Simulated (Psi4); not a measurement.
# GeH2F (SMILES [F][GeH2]) at 3 levels

Aim: a comparison of 3 runs (UB3LYP/6-31G*, UB2PLYP/def2-SVP, U-r2SCAN/cc-pVTZ) of GeH2F. 

The results are computed with Psi4 1.11.

4 further runs of the same task are left out: 4 that didn't finish.

## Step 1: The structure to begin with

The species is GeH2F (4 atoms), meant as a doublet with charge 0. SMILES: `[F][GeH2]`. The shape is that of a PBE0-D4/def2-TZVP optimisation.

Bond lengths: F1–Ge2 1.745 Å, Ge2–H3 1.549 Å, Ge2–H4 1.549 Å. Angles: F1–Ge2–H3 105.4°, F1–Ge2–H4 105.4°, H3–Ge2–H4 113.3°.

## Step 2: Energy and forces at UB3LYP/6-31G(d) (spherical functions) (run 1)

The input, input.json:

```json
{
  "schema_name": "qcschema_input",
  "schema_version": 1,
  "molecule": {
    "schema_name": "qcschema_molecule",
    "schema_version": 2,
    "symbols": ["F", "Ge", "H", "H"],
    "geometry": [0.26116015, -1.10624567, 2.72498507, 0.57768928, -0.42178687, -0.48584859, -2.03863654, -0.99739745, -1.66673844, 1.30466692, 2.41129054, -0.61057051],
    "molecular_charge": 0,
    "molecular_multiplicity": 2,
    "fix_symmetry": "c1"
  },
  "driver": "gradient",
  "model": {
    "method": "b3lyp",
    "basis": "6-31G*"
  },
  "keywords": {
    "reference": "uks",
    "puream": true,
    "e_convergence": 1e-09,
    "d_convergence": 1e-08,
    "scf_type": "pk",
    "dft_radial_points": 99,
    "dft_spherical_points": 590,
    "maxiter": 200,
    "scf_properties": ["WIBERG_LOWDIN_INDICES", "DIPOLE", "MAYER_INDICES"]
  }
}
```

Run with:

```bash
$ psi4 --qcschema input.json -n 1 --memory 1600MB
```

stdout:

```text
[...]
  Running in c1 symmetry.
[...]
  Nuclear repulsion =  113.015982837946936
[...]
  Multiplicity = 2
[...]
  Nalpha       = 22
  Nbeta        = 21
[...]
    Number of basis functions: 50
[...]
   @UKS iter   1: -2176.46096287672572   -2.19264e+00   5.31745e-02 DIIS/ADIIS
[...]
   @UKS iter  12: -2177.77948120422798   -4.54747e-13   5.00436e-09 DIIS
[...]
   @S^2 Observed:                7.511761117E-01
[...]
    Orbital Energies [Eh]
    ---------------------
    Alpha Occupied:
       1A   -398.761824     2A    -49.837683     3A    -44.362430
       4A    -44.361193     5A    -44.360521     6A    -24.659930
       7A     -6.269849     8A     -4.442083     9A     -4.440484
      10A     -4.437481    11A     -1.256871    12A     -1.244166
      13A     -1.242873    14A     -1.240964    15A     -1.240827
      16A     -1.126449    17A     -0.565610    18A     -0.423456
      19A     -0.412434    20A     -0.397427    21A     -0.345556
      22A     -0.231096
    Alpha Virtual:
      23A     -0.010633    24A      0.058005    25A      0.074248
[...]
  @UKS Final Energy: -2177.77948120422798
   => Energetics <=
    Nuclear Repulsion Energy =            113.0159828379469360
    One-Electron Energy =               -3259.4266356017151338
    Two-Electron Energy =                1041.2880641744807235
    DFT Exchange-Correlation Energy =     -72.6568926149408867
    Empirical Dispersion Energy =           0.0000000000000000
    VV10 Nonlocal Energy =                  0.0000000000000000
    Total Energy =                      -2177.7794812042279773
[...]
 Multipole Moments:
 ------------------------------------------------------------------------------------
     Multipole            Electronic (a.u.)      Nuclear  (a.u.)        Total (a.u.)
 ------------------------------------------------------------------------------------
 L = 1.  Multiply by 2.5417464519 to convert [e a0] to [Debye]
 Dipole X            :          1.1881154           -1.1518731            0.0362423
 Dipole Y            :         -0.7650324            0.9567052            0.1916728
 Dipole Z            :         -1.2913022            0.5581968           -0.7331054
 Magnitude           :                                                    0.7586142
[...]
  -Total Gradient:
     Atom            X                  Y                   Z
    ------   -----------------  -----------------  -----------------
       1        0.000424417700     0.001533842806    -0.006298243649
       2       -0.004734194046     0.003844784335     0.002650884257
       3        0.004820890725     0.000035705204     0.002665046198
       4       -0.000511418005    -0.005413741402     0.000981374131
[...]
```

The result, in JSON:

```text
{
 "driver": "gradient",
 "model": {
  "method": "b3lyp",
  "basis": "6-31G*"
 },
 "success": true,
 "return_result": [0.0004244177003954325, 0.00153384280624521, -0.006298243649484003, -0.004734194046254012, 0.0038447843350550986, 0.002650884257030639, 0.0048208907249683575, 3.570520379497094e-05, 0.0026650461981842857, -0.0005114180054103731, -0.005413741402205158, 0.0009813741312746814],
 "properties": {
  "calcinfo_nbasis": 50,
  "calcinfo_nmo": 50,
  "calcinfo_nalpha": 22,
  "calcinfo_nbeta": 21,
  "calcinfo_natom": 4,
  "nuclear_repulsion_energy": 113.01598283794694,
  "return_energy": -2177.779481204228,
  "return_gradient": [0.0004244177003954325, 0.00153384280624521, -0.006298243649484003, -0.004734194046254012, 0.0038447843350550986, 0.002650884257030639, 0.0048208907249683575, 3.570520379497094e-05, 0.0026650461981842857, -0.0005114180054103731, -0.005413741402205158, 0.0009813741312746814],
  "scf_one_electron_energy": -3259.426635601715,
  "scf_two_electron_energy": 1041.2880641744807,
  "scf_xc_energy": -72.65689261494089,
  "scf_dipole_moment": [0.0362422746787292, 0.19167276641230857, -0.7331054028430652],
  "scf_total_energy": -2177.779481204228,
  "scf_total_gradient": [0.0004244177003954325, 0.00153384280624521, -0.006298243649484003, -0.004734194046254012, 0.0038447843350550986, 0.002650884257030639, 0.0048208907249683575, 3.570520379497094e-05, 0.0026650461981842857, -0.0005114180054103731, -0.005413741402205158, 0.0009813741312746814],
  "scf_iterations": 12
 }
}
```

Run time: 15 s. Hardware: 1 thread of Intel Xeon Platinum 8259CL at 2.50GHz (Skylake/Cascade Lake), shared host; peak memory 0.51 GiB.

## Step 3: A single-point energy at UB2PLYP/def2-SVP (density fitting for correlation) (run 2)

The input, fgeh2.py:

```python
import psi4

psi4.set_memory('1600 MB')
psi4.set_num_threads(1)
psi4.set_output_file('output.dat', False)

geom = psi4.geometry("""
0 2
F      0.138200    -0.585400     1.442000
Ge     0.305700    -0.223200    -0.257100
H     -1.078800    -0.527800    -0.882000
H      0.690400     1.276000    -0.323100
symmetry c1
no_reorient
no_com
""")

psi4.set_options({
    'reference': 'uks',
    'puream': True,
    'e_convergence': 1e-09,
    'd_convergence': 1e-08,
    'scf_type': 'pk',
    'dft_radial_points': 99,
    'dft_spherical_points': 590,
    'num_frozen_docc': 10,
    'maxiter': 200,
})

result = psi4.energy("b2plyp/def2-SVP")
print(f'b2plyp/def2-SVP energy: {result:.10f} Eh')
```

Run with:

```bash
$ python fgeh2.py
```

output.dat:

```text
[...]
  Running in c1 symmetry.
[...]
  Nuclear repulsion =  113.015982835607062
[...]
  Multiplicity = 2
[...]
  Nalpha       = 22
  Nbeta        = 21
[...]
    Number of basis functions: 56
[...]
   @UKS iter   1: -2175.99582115765043   -2.78873e+00   3.92730e-02 ADIIS/DIIS
[...]
   @UKS iter  12: -2177.09935444747225   -8.18545e-12   8.01611e-09 DIIS
[...]
   @S^2 Observed:                7.522475964E-01
[...]
    Orbital Energies [Eh]
    ---------------------
    Alpha Occupied:
       1A   -401.458026     2A    -50.781143     3A    -45.135603
       4A    -45.133915     5A    -45.133099     6A    -25.318349
       7A     -6.655703     8A     -4.750251     9A     -4.747173
      10A     -4.743651    11A     -1.436677    12A     -1.425519
      13A     -1.423043    14A     -1.421311    15A     -1.420587
      16A     -1.271039    17A     -0.645122    18A     -0.507307
      19A     -0.500606    20A     -0.487339    21A     -0.411787
      22A     -0.284314
    Alpha Virtual:
      23A      0.045010    24A      0.102357    25A      0.108528
[...]
  @UKS Final Energy: -2177.09935444747225
   => Energetics <=
    Nuclear Repulsion Energy =            113.0159828356070619
    One-Electron Energy =               -3260.0995119771887403
    Two-Electron Energy =                1012.9493135809441355
    DFT Exchange-Correlation Energy =     -42.9651388868346729
    Empirical Dispersion Energy =           0.0000000000000000
    VV10 Nonlocal Energy =                  0.0000000000000000
    Total Energy =                      -2177.0993544474717964
[...]
 Multipole Moments:
 ------------------------------------------------------------------------------------
     Multipole            Electronic (a.u.)      Nuclear  (a.u.)        Total (a.u.)
 ------------------------------------------------------------------------------------
 L = 1.  Multiply by 2.5417464519 to convert [e a0] to [Debye]
 Dipole X            :        -19.9977207           20.1025286            0.1048079
 Dipole Y            :         22.2016282          -22.0394979            0.1621303
 Dipole Z            :         -7.5551948            6.7004019           -0.8547929
 Magnitude           :                                                    0.8763229
[...]
```

Standard output:

```text
b2plyp/def2-SVP energy: -2177.2309742309 Eh
```

It took 11 s on 1 thread of Intel Xeon Platinum 8259CL at 2.50GHz (Skylake/Cascade Lake), shared host; peak memory 0.54 GiB.

## Step 4: A single-point energy at U-r2SCAN/cc-pVTZ (run 3)

The input, fgeh2.py:

```python
import psi4

psi4.set_memory(1600000000)
psi4.set_num_threads(1)
psi4.core.set_output_file('fgeh2.out', False)

molecule = psi4.geometry("""
0 2
F      0.138200    -0.585400     1.442000
Ge     0.305700    -0.223200    -0.257100
H     -1.078800    -0.527800    -0.882000
H      0.690400     1.276000    -0.323100
symmetry c1
""")

psi4.set_options({
    'basis': 'cc-pVTZ',
    'reference': 'uks',
    'puream': True,
    'e_convergence': 1e-09,
    'd_convergence': 1e-08,
    'scf_type': 'pk',
    'dft_radial_points': 99,
    'dft_spherical_points': 590,
    'maxiter': 200,
})

E, wfn = psi4.energy('r2scan', return_wfn=True)
psi4.oeprop(wfn, 'MULLIKEN_CHARGES', 'WIBERG_LOWDIN_INDICES', 'DIPOLE', title='R2SCAN')
print('E =', round(E, 9))
```

Run with:

```bash
$ python fgeh2.py
```

fgeh2.out:

```text
[...]
  Running in c1 symmetry.
[...]
  Nuclear repulsion =  113.015982835607062
[...]
  Multiplicity = 2
[...]
  Nalpha       = 22
  Nbeta        = 21
[...]
    Number of basis functions: 101
[...]
   @UKS iter   1: -2176.85509736584845   -2.09398e+00   2.12236e-02 ADIIS/DIIS
[...]
   @UKS iter  13: -2178.05778147554383   -1.36424e-12   3.72216e-09 DIIS
[...]
   @S^2 Observed:                7.526916762E-01
[...]
    Orbital Energies [Eh]
    ---------------------
    Alpha Occupied:
       1A   -398.193106     2A    -49.630704     3A    -44.121227
       4A    -44.119995     5A    -44.119104     6A    -24.461030
       7A     -6.192451     8A     -4.345152     9A     -4.343448
      10A     -4.339634    11A     -1.178481    12A     -1.158235
      13A     -1.156159    14A     -1.154425    15A     -1.154366
      16A     -1.089736    17A     -0.533251    18A     -0.396599
      19A     -0.383543    20A     -0.369432    21A     -0.320872
      22A     -0.218181
    Alpha Virtual:
      23A     -0.032174    24A      0.020653    25A      0.038598
[...]
  @UKS Final Energy: -2178.05778147554383
   => Energetics <=
    Nuclear Repulsion Energy =            113.0159828356070619
    One-Electron Energy =               -3260.4508768430914643
    Two-Electron Energy =                1059.5898019239125460
    DFT Exchange-Correlation Energy =     -90.2126893919719492
    Empirical Dispersion Energy =           0.0000000000000000
    VV10 Nonlocal Energy =                  0.0000000000000000
    Total Energy =                      -2178.0577814755438339
[...]
 Multipole Moments:
 ------------------------------------------------------------------------------------
     Multipole            Electronic (a.u.)      Nuclear  (a.u.)        Total (a.u.)
 ------------------------------------------------------------------------------------
 L = 1.  Multiply by 2.5417464519 to convert [e a0] to [Debye]
 Dipole X            :          1.2096387           -1.1518731            0.0577656
 Dipole Y            :         -0.7891993            0.9567052            0.1675059
 Dipole Z            :         -1.2814465            0.5581968           -0.7232497
 Magnitude           :                                                    0.7446376
[...]
  Mulliken Charges: (a.u.)
   Center  Symbol    Alpha    Beta     Spin     Total
       1     F     4.70929  4.65358  0.05571 -0.36287
       2    GE    16.12983 15.36625  0.76358  0.50392
       3     H     0.58044  0.49008  0.09036 -0.07053
       4     H     0.58044  0.49008  0.09035 -0.07052
   Total alpha = 22.00000, Total beta = 21.00000, Total charge = -0.00000
  Wiberg Bond Indices using Orthogonal Lowdin Orbitals:
  Total Bond Index:
  Irrep: 1 Size: 4 x 4
[...]
```

Standard output:

```text
E = -2178.057781476
```

Run time: 79 s. Hardware: 1 thread of Intel Xeon Platinum 8259CL at 2.50GHz (Skylake/Cascade Lake), shared host; peak memory 1.5 GiB.

## Step 5: Overview of the runs

```tsv
run	level	task	frozen core orbitals	energy (Eh)	dipole moment (D)	HOMO energy (eV)	LUMO energy (eV)	wall time
1	UB3LYP/6-31G* (spherical functions)	gradient	0	-2177.779481	1.93	-6.29	-3.46	15 s
2	UB2PLYP/def2-SVP (density fitting for correlation)	energy	10	-2177.230974	–	-7.74	-1.90	11 s
3	U-r2SCAN/cc-pVTZ	energy	0	-2178.057781	1.89	-5.94	-3.71	79 s
```

## Step 6: Results

| quantity | value |
| --- | --- |
| run 3: total energy | -2178.05778 Eh |
| run 3: dipole moment | 1.89 D |
| run 3: HOMO energy (highest over α and β) | -5.94 eV |
| run 3: LUMO energy (lowest over α and β) | -3.71 eV |
| run 3: ⟨S²⟩ | 0.753 |

What this shows: Totals of different functionals can't be ranked against each other. All runs together took 1.8 min, the longest 79 s.
